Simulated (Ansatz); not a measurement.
## GaN, space group P6_3mc: a point defect in a supercell, step by step

Program: Ansatz 0.2.0 through its Python package.

At the Python prompt:
```pycon
>>> import ansatz
>>> import numpy as np
>>> xtal = (
...     ansatz.Lattice.of((3.18, 0.0, 0.0), (-1.59, 2.753961, 0.0), (0.0, 0.0, 5.166))
...     .atom("Ga", (1 / 3, 2 / 3, 0.0))
...     .atom("Ga", (2 / 3, 1 / 3, 0.5))
...     .atom("N", (1 / 3, 2 / 3, 0.375))
...     .atom("N", (2 / 3, 1 / 3, 0.875))
... )
>>> host = xtal.supercell(2, 2, 1)
>>> defective = host.interstitial("H", at=(0.0, 0.0, 0.125))
>>> def settled(structure):
...     return (
...         structure.calculation()
...         .pseudopotentials("paw")
...         .kpoints(3, 3, 2)
...         .functional(ansatz.Functional.PBE)
...         .occupations("gaussian", width=0.02)
...         .band_table()
...     )
...
>>> # the dielectric constant is a typed guess; take it from a response run in earnest
>>> perfect = settled(host).run(threads=1).report
DeckWarning: basis.ecutwfc = 420 eV, auto-derived from the records' recommended cutoffs: set by Ga (normal level)
>>> job = (
...     settled(defective)
...     .charge(-1)
...     .charged_corrections(epsilon=3.0)
...     .relax(force_tolerance=0.05, max_steps=40)
... )
>>> outcome = job.run(threads=1)
>>> data = outcome.report
>>> [(site.symbol, site.position_frac.round(4).tolist()) for site in outcome.lattice.sites]
[(<Element.GA: 'Ga'>, [0.1591, 0.3182, 0.0056]), (<Element.GA: 'Ga'>, [0.3328, 0.1664, 0.4901]), (<Element.N: 'N'>, [0.1715, 0.343, 0.3865]), (<Element.N: 'N'>, [0.3421, 0.171, 0.8604]), (<Element.GA: 'Ga'>, [0.1591, 0.8409, 0.0056]), (<Element.GA: 'Ga'>, [0.3333, 0.6667, 0.5228]), (<Element.N: 'N'>, [0.1715, 0.8285, 0.3865]), (<Element.N: 'N'>, [0.3333, 0.6667, 0.8974]), (<Element.GA: 'Ga'>, [0.6667, 0.3333, -0.0161]), (<Element.GA: 'Ga'>, [0.8336, 0.1664, 0.4901]), (<Element.N: 'N'>, [0.6667, 0.3333, 0.3597]), (<Element.N: 'N'>, [0.829, 0.171, 0.8604]), (<Element.GA: 'Ga'>, [0.6818, 0.8409, 0.0056]), (<Element.GA: 'Ga'>, [0.8336, 0.6672, 0.4901]), (<Element.N: 'N'>, [0.657, 0.8285, 0.3865]), (<Element.N: 'N'>, [0.829, 0.6579, 0.8604]), (<Element.H: 'H'>, [-0.0, 0.0, 0.1331])]
>>> n_host, n_defect = len(perfect["lattice"]["sites"]), len(data["lattice"]["sites"])
>>> print(f"perfect cell: {n_host} atoms, F = {perfect['free_energy_ev']:.4f} eV")
perfect cell: 16 atoms, F = -33343.1647 eV
>>> print(f"defect cell:  {n_defect} atoms, F = {data['free_energy_ev']:.4f} eV")
defect cell:  17 atoms, F = -33345.0076 eV
>>> # chemical potentials are still to be added to this difference
>>> print(f"difference {data['free_energy_ev'] - perfect['free_energy_ev']:.4f} eV (no chemical potentials)")
difference -1.8428 eV (no chemical potentials)
>>> print(f"point-charge correction {outcome.charged_corrections().monopole_ev:.3f} eV at charge {-1:+d}")
point-charge correction 1.207 eV at charge -1
>>> pull = np.linalg.norm(data["forces_ev_ang"], axis=1)
>>> for atom in np.argsort(-pull)[:5]:
...     print(f"force on {outcome.lattice.sites[atom].symbol}{atom}: {pull[atom]:.3f} eV/A")
...
force on N7: 0.041 eV/A
force on Ga9: 0.035 eV/A
force on Ga1: 0.035 eV/A
force on Ga13: 0.035 eV/A
force on Ga0: 0.013 eV/A
>>> start = np.array([site.position for site in defective.resolved().sites])
>>> step = np.array([site.position_frac for site in outcome.lattice.sites]) - start
>>> moved = np.linalg.norm((step - np.round(step)) @ outcome.lattice.cell_ang, axis=1)
>>> print("relaxation by atom (A):", " ".join(f"{site.symbol}:{d:.3f}" for site, d in zip(outcome.lattice.sites, moved)))
relaxation by atom (A): Ga:0.088 Ga:0.051 N:0.080 N:0.090 Ga:0.088 Ga:0.118 N:0.080 N:0.116 Ga:0.083 Ga:0.051 N:0.079 N:0.090 Ga:0.088 Ga:0.051 N:0.080 N:0.090 H:0.042
```

What to keep in mind:
- Absolute energies stand on the zero of these potentials, so only differences at equal settings mean something. A total without «per atom» is that of the whole cell that was run.
- The relaxation stopped at 0.041 eV/Å, so the energy gained is a lower bound and displacements are uncertain.
- Of the deposited cell: the entry's cell lengths or inner coordinates differ somewhat from later room-temperature determinations.
- The difference holds no chemical potentials.
- In a crystal with a gap the Fermi level's place inside it depends on smearing and mesh.
- The structure is a deposited one; some such entries were measured under pressure or heat, so a shift against it needn't be the functional's error alone.
- Warnings are shown shortened and without file and line.
- The supercell is small, so the defect meets its images and the energies aren't those of an isolated defect; a partly filled defect level may also lower its energy by spin or distortion. For a charged cell the difference holds no correction, alignment or term for the electrons' reservoir.
- It ran for 58 s on 1 thread of Arm Neoverse V1 (shared host), peak memory 0.52 GiB.
